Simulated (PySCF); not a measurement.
# C5H12NOS+: magnetic properties

Aim: compute the magnetic properties of C5H12NOS+ (`C[S@@](=O)[C@H]1C[N@@H+](C)C1`).

Computed with PySCF 2.14.0 and routines of our own; the level stands in each step. Atoms count from 0.

## 1. The starting structure

20 atoms, charge 1, multiplicity 1; geometry from: GFN2-xTB.

## 2. Magnetic properties: GIAO PBE0/pcSseg-1

What the job is given:

```
{"job": {"kind": "mag", "xc": "PBE0", "basis": "pcSseg-1", "isotopologues": 2}, "charge": 1, "multiplicity": 1}
C      2.919357     0.254983     0.070106
S      1.553783    -0.849127     0.581238
O      0.824474    -0.144772     1.636354
C      0.456933    -0.475124    -0.935176
C     -0.891321    -1.186703    -0.806758
N     -1.568694     0.108991    -0.495316
C     -2.095977     0.230684     0.869457
C     -0.289774     0.841679    -0.749599
H      2.552781     1.252768    -0.144009
H      3.408507    -0.177840    -0.794605
H      3.619446     0.299951     0.899143
H      1.016998    -0.628219    -1.850146
H     -1.266386    -1.651125    -1.717823
H     -0.960814    -1.893205     0.020862
H     -2.310895     0.344719    -1.157446
H     -2.482495     1.235074     1.031407
H     -2.895776    -0.490317     1.026325
H     -1.283954     0.040867     1.575946
H      0.021242     1.395376     0.140811
H     -0.332584     1.502019    -1.613503
```

Method: GIAO PBE0/pcSseg-1 magnetisability, rotational g tensor and spin-rotation constants, non-relativistic, gas phase.

The run is started by

```sh
$ OMP_NUM_THREADS=1 python excited_run.py task.json out
```

The driver reads the jobs from task.json and runs them one after another.

Standard output:

```text
coarse grid: 16648 points
cycle   1  E = -724.7983784998  dE =  1.590e+00  |g| = 9.122e-01  |ddm| = 3.988e+00
cycle   2  E = -724.0495341187  dE =  7.488e-01  |g| = 2.093e+00  |ddm| = 3.621e+00
cycle   3  E = -724.9513382960  dE = -9.018e-01  |g| = 2.543e-01  |ddm| = 3.020e+00
cycle   4  E = -724.9629714709  dE = -1.163e-02  |g| = 1.284e-01  |ddm| = 3.334e-01
cycle   5  E = -724.9663954491  dE = -3.424e-03  |g| = 1.881e-02  |ddm| = 1.044e-01
cycle   6  E = -724.9664645414  dE = -6.909e-05  |g| = 6.154e-03  |ddm| = 1.830e-02
cycle   7  E = -724.9664726777  dE = -8.136e-06  |g| = 1.382e-03  |ddm| = 5.266e-03
final grid: 154456 points
cycle   8  E = -725.0268342774  dE = -5.225e-05  |g| = 1.275e-02  |ddm| = 4.476e-02
cycle   9  E = -725.0267824312  dE =  5.185e-05  |g| = 1.992e-02  |ddm| = 3.039e-02
cycle  10  E = -725.0268701648  dE = -8.773e-05  |g| = 3.693e-03  |ddm| = 2.203e-02
cycle  11  E = -725.0268727907  dE = -2.626e-06  |g| = 3.510e-04  |ddm| = 3.283e-03
cycle  12  E = -725.0268728133  dE = -2.259e-08  |g| = 1.672e-04  |ddm| = 4.561e-04
cycle  13  E = -725.0268728191  dE = -5.788e-09  |g| = 3.611e-05  |ddm| = 1.546e-04
cycle  14  E = -725.0268728194  dE = -2.685e-10  |g| = 1.165e-05  |ddm| = 4.076e-05
converged SCF energy = -725.0268728194

Magnetisability tensor (1e-30 J/T^2)
    -1488.50      -45.51      146.64
      -45.51    -1367.35      -44.42
      146.64      -44.42    -1239.44
isotropic -1365.10   principal values   -1559.16  -1381.26  -1154.87
isotropic susceptibility -82.208 1e-6 cm^3/mol

Inertial axes            a          b          c
rot. const./GHz      3.1974     1.2576     1.1423
chi total           -85.872    -77.983    -82.769
chi diamagnetic    -498.654  -1070.858  -1164.596
chi paramagnetic    412.781    992.875   1081.827
quadrupole/D A       23.429    -13.315    -10.114
g nuclear            0.6159     0.5931     0.5880
g electronic        -0.6200    -0.5866    -0.5806
g total             -0.0041     0.0065     0.0075

Spin-rotation constants (kHz, H = +C I.J)
atom  isotope        aa         bb         cc
  5    14N        0.173      0.064      0.048
  8     1H       -0.298     -0.178     -0.001
  9     1H       -0.336     -0.029     -0.129
 10     1H       -0.074     -0.086     -0.142
 11     1H       -0.311      0.010     -0.153
 12     1H       -0.273     -0.025     -0.105
 13     1H       -0.367     -0.057     -0.063
 14     1H       -0.057     -0.129     -0.138
 15     1H       -0.333     -0.146     -0.015
 16     1H       -0.215     -0.147     -0.059
 17     1H       -0.078     -0.064     -0.126
 18     1H       -0.282     -0.045     -0.081
 19     1H       -0.354     -0.042     -0.067
  0    13C*       0.578      0.211      0.195
  1    33S*       1.347      0.489      0.448
  2    17O*       0.188     -0.282     -0.095
  3    13C*       0.656      0.220      0.230
  4    13C*       0.599      0.279      0.221
  6    13C*       0.635      0.168      0.199
  7    13C*       0.435      0.268      0.244
* in the singly substituted isotopologue

Isotopologues: g along a, b, c
2H    at 8,9,10,11,12,1    -0.0027     0.0050     0.0061
13C   at 0                 -0.0040     0.0064     0.0074
```

It took 41 s on 1 thread of Arm Neoverse V1, shared host; peak memory 0.98 GiB.

In short:

```
              quantity                    value
       magnetisability         -1365·10⁻³⁰ J/T²
  molar susceptibility       -82.2·10⁻⁶ cm³/mol
rotational g (a, b, c)  -0.0041, 0.0065, 0.0075
```

## 3. Magnetic properties: GIAO X3LYP/6-31G in chloroform

Settings changed since step 2:

```diff
@@ -1,2 +1,2 @@
-{"job": {"kind": "mag", "xc": "PBE0", "basis": "pcSseg-1", "isotopologues": 2}, "charge": 1, "multiplicity": 1}
+{"job": {"kind": "mag", "xc": "X3LYP", "basis": "6-31G", "solvent": "chloroform", "scf": {"aux": "def2-qzvpp-jkfit"}}, "charge": 1, "multiplicity": 1}
 C      2.919357     0.254983     0.070106
```

With the program's defaults for keys left out, this is: GIAO X3LYP/6-31G magnetisability, non-relativistic, IEF-PCM chloroform.

Standard output:

```text
final grid: 154456 points
cycle   1  E = -725.0948217459  dE =  1.666e+00  |g| = 9.175e-01  |ddm| = 4.229e+00
cycle   2  E = -724.1268569272  dE =  9.680e-01  |g| = 2.254e+00  |ddm| = 4.891e+00
cycle   3  E = -725.2575559810  dE = -1.131e+00  |g| = 2.911e-01  |ddm| = 4.163e+00
cycle   4  E = -725.2765007700  dE = -1.894e-02  |g| = 1.218e-01  |ddm| = 4.833e-01
cycle   5  E = -725.2800388848  dE = -3.538e-03  |g| = 1.711e-02  |ddm| = 1.173e-01
cycle   6  E = -725.2800984449  dE = -5.956e-05  |g| = 7.062e-03  |ddm| = 2.175e-02
cycle   7  E = -725.2801101430  dE = -1.170e-05  |g| = 8.957e-04  |ddm| = 8.959e-03
cycle   8  E = -725.2801103225  dE = -1.795e-07  |g| = 3.919e-04  |ddm| = 1.443e-03
cycle   9  E = -725.2801103630  dE = -4.048e-08  |g| = 5.260e-05  |ddm| = 4.486e-04
cycle  10  E = -725.2801103636  dE = -5.791e-10  |g| = 2.682e-05  |ddm| = 1.023e-04
converged SCF energy = -725.2801103636

Magnetisability tensor (1e-30 J/T^2)
    -1538.00      -55.18      136.43
      -55.18    -1420.67      -33.50
      136.43      -33.50    -1265.75
isotropic -1408.14   principal values   -1602.89  -1424.70  -1196.83
isotropic susceptibility -84.800 1e-6 cm^3/mol

Inertial axes            a          b          c
rot. const./GHz      3.1974     1.2576     1.1423
chi total           -88.940    -79.356    -86.105
chi diamagnetic    -499.886  -1070.421  -1165.645
chi paramagnetic    410.947    991.065   1079.540
quadrupole/D A       24.478    -15.101     -9.377
```

It took 20 s on 1 thread of Arm Neoverse V1, shared host; peak memory 0.76 GiB.

From this job:

```
            quantity               value
     magnetisability    -1408·10⁻³⁰ J/T²
molar susceptibility  -84.8·10⁻⁶ cm³/mol
```

## 4. Summary of results

```
                                           quantity                    value
       magnetisability (step 2, GIAO PBE0/pcSseg-1)         -1365·10⁻³⁰ J/T²
  molar susceptibility (step 2, GIAO PBE0/pcSseg-1)       -82.2·10⁻⁶ cm³/mol
rotational g (a, b, c) (step 2, GIAO PBE0/pcSseg-1)  -0.0041, 0.0065, 0.0075
```

**Reading.** For an ion, the motion of the centre of mass in the field is left out. Vibrational averaging and real surroundings are missing from these values.
